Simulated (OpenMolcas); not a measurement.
**Au²⁺ among point charges: CASSCF and CASPT2 levels and susceptibility**

How does a field of 4 point charges split the states of Au²⁺, and what χT follows?

Program: OpenMolcas 26.06. Level of theory: state-averaged CASSCF and CASPT2, spin-orbit coupling by RASSI with atomic mean-field integrals. These are calculated values, not measurements, unless marked.

## (1) What is computed

| Quantity | Value |
| --- | --- |
| Species | Au²⁺ (gold, Z = 79, 77 electrons) |
| Basis | ANO-RCC-VDZP [7s6p4d2f], 59 functions |
| Scalar Hamiltonian | DKH2, point nucleus |
| Inactive shells | 1s 2s 2p 3s 3p 3d 4s 4p 4d 4f 5s 5p |
| Active space | 9 electrons in 5 orbitals (5d) |
| Some configurations of this space | 5d⁹ |
| Orbitals | optimised for each spin and parity, averaged over all roots |

The outer shells:

5d9
```
5d [↑↓][↑↓][↑↓][↑↓][↑ ]
```

The ion sits among 4 point charges of -1.3 e arranged as a square (D4h), 2.1 Å from the ion.

Each step is its own input file, run in one work folder so that later steps find the files of earlier ones. Labels, J, g values, rates, χT and fits are worked out afterwards by a script from the matrices that RASSI stores. The input lists half of the charges; inversion (Group=XYZ) makes the rest.

## (2) GATEWAY and SEWARD: basis and integrals

Contents of a.inp:

```
&GATEWAY
Coord
1

Au 0.0 0.0 0.0
Basis=ANO-RCC-VDZP
Group=XYZ
NoMove
AngMom=0.0 0.0 0.0
AMFI
XField
2 Angstrom 0
2.100000 0.000000 0.000000 -1.300000
0.000000 2.100000 0.000000 -1.300000
&SEWARD
```

On the command line:

```console
$ OMP_NUM_THREADS=1 MOLCAS_MEM=1689 MOLCAS_PROJECT=a pymolcas a.inp > a.log
```

## (3) CASSCF: doublets of even parity, 5 roots

Contents of a.inp:

```
&RASSCF
FileOrb=start.orb
Symmetry=1
Spin=2
nActEl=9 0 0
Inactive=15 19
Ras2=5 0
CIRoot=5 5 1
SDav=5
CIMx=300
Iter=120 100
PrWF=0.3
OrbListing=Nothing
MaxOrb=0
>>> COPY $Project.JobIph JOB001
```

start.orb holds the contracted functions of the basis, ordered by shell, or the orbitals of the step before.

## (4) State interaction with spin-orbit coupling

Contents of a.inp:

```
&RASSI
NrOfJobIphs=1 5
1 2 3 4 5
IphNames
JOB001
EJob
SpinOrbit
DIPRint=1.0
SOCoupling=1000.0
Subsets=2
Property=9
'ANGMOM' 1 'ANGMOM' 2 'ANGMOM' 3 'MLTPL  1' 1 'MLTPL  1' 2 'MLTPL  1' 3
'AMFI' 1 'AMFI' 2 'AMFI' 3
SOProperty=3
'ANGMOM' 1 'ANGMOM' 2 'ANGMOM' 3
```

## (5) CASPT2: IPEA 0.25, imaginary shift 0.1 (closed shells correlated: 5s 5p)

Contents of a.inp:

```
>>> COPY JOB001 $Project.JobIph
&CASPT2
Multistate=5 1 2 3 4 5
NoMult
Frozen=14 16
IPEA=0.25
Imaginary=0.1
MaxIter=60
WThr=0.0 0.3 0.05
PrWF=0.5
NoMix
```

(Steps that only read results are left out.)

**Question.** What will these runs give? Wanted: spin-free ground state; first state of the same spin within the active space; lowest level; next level.

**Answer**, as computed:

| quantity | value |
| --- | --- |
| method | SS-CASPT2, IPEA 0.25, imaginary shift 0.1 (closed shells correlated: 5s 5p) |
| spin-free ground state | 2B1, 1-fold in its orbital part |
| first state of the same spin within the active space | 2B2 at 6030 cm⁻¹ |
| lowest level | 2-fold E3/2, g = 1.51, 1.51, 5.23 |
| next level | 8638.5 cm⁻¹ |
| χT at 300 K | 1.02 cm³ K/mol |
| effective moment at 300 K | 2.86 μB |

Cost by method:

```tsv
method	time of its own steps	time with the reference
A. CASSCF	2 s	2 s
B. SS-CASPT2, IPEA 0.25, imaginary shift 0.1, +5s 5p	0.67 s	2.6 s
```

Times are of one thread on a shared host.

What this shows: The spin-free ground state (2B1) comes to 100 % from free-ion D terms and keeps the highest spin of the shell. χT at 300 K is 1.02, against 0.38 cm³ K/mol for the spin alone, so orbital moment adds to it. The field of point charges can differ much from that of real complexes. Point charges carry no covalency, so the field is a model and not that of real ligands.
